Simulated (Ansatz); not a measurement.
# GaMg: the cost of one run

Method: def2-QZVPP, all electrons in the functionals; program: Ansatz 0.2.0, Gaussian basis.

Plan: PBE, BLYP, r2SCAN, B97M-V, PBE0, B3LYP, at charge 1, triplet; charge 0, doublet; charge 0, quartet; charge 1, singlet; charge 1, quintet.

10 further runs of the same task are left out: 10 set aside as unsound or not needed.

## Step 1: The geometry

The geometry is a PBE0/def2-TZVP stationary point (not a proven minimum). No spin-orbit coupling is included. The filled d shell of Ga may be among the frozen orbitals whatever the setting's name suggests; the logs give the count.

2 atoms, charge 1, spin multiplicity 3.

Atoms are counted from 1 here; the program's logs count them from 0.

No contacts short enough for the rule that draws bonds.

Coordinates:

| atom | x (Å) | y (Å) | z (Å) |
| --- | --- | --- | --- |
| Ga1 | 0.0000 | 0.0000 | 0.0000 |
| Mg2 | 0.0000 | 0.0000 | 3.4135 |

No dispersion term is added; B97M-V holds VV10 nonlocal correlation. B3LYP takes the VWN-RPA correlation.

The geometry shown and the zero of energy belong to the point charge 1, triplet. The yardstick, RCCSD(T), and other wave-function levels (R restricted, U unrestricted, valence and pair active spaces) come from earlier runs.

## Step 2: PBE, charge 1, triplet

Contents of in.yaml:

```yaml
crystal:
  periodic: [false, false, false]
  atoms:
    - {symbol: Ga, position_ang: [0.000000, 0.000000, 0.000000]}
    - {symbol: Mg, position_ang: [0.000000, 0.000000, 3.413500]}
basis:
  gaussian: {orbitals: "def2-QZVPP.json"}
total_charge: 1
magnetization: {spin_polarized: true, initial_magnetization: 2}
hamiltonian: {xc: {name: PBE}}
output: {orbitals: {seedname: orbitals}}
```

On the command line:

```console
$ ansatz run in.yaml --threads 1 --pin off --events-out ev --progress --plain --max-ram 2393MiB
```

Q: Estimate wall time and peak memory on 1 thread of Arm Neoverse V2, shared host.

About 12 s, with a peak of 0.28 GiB.
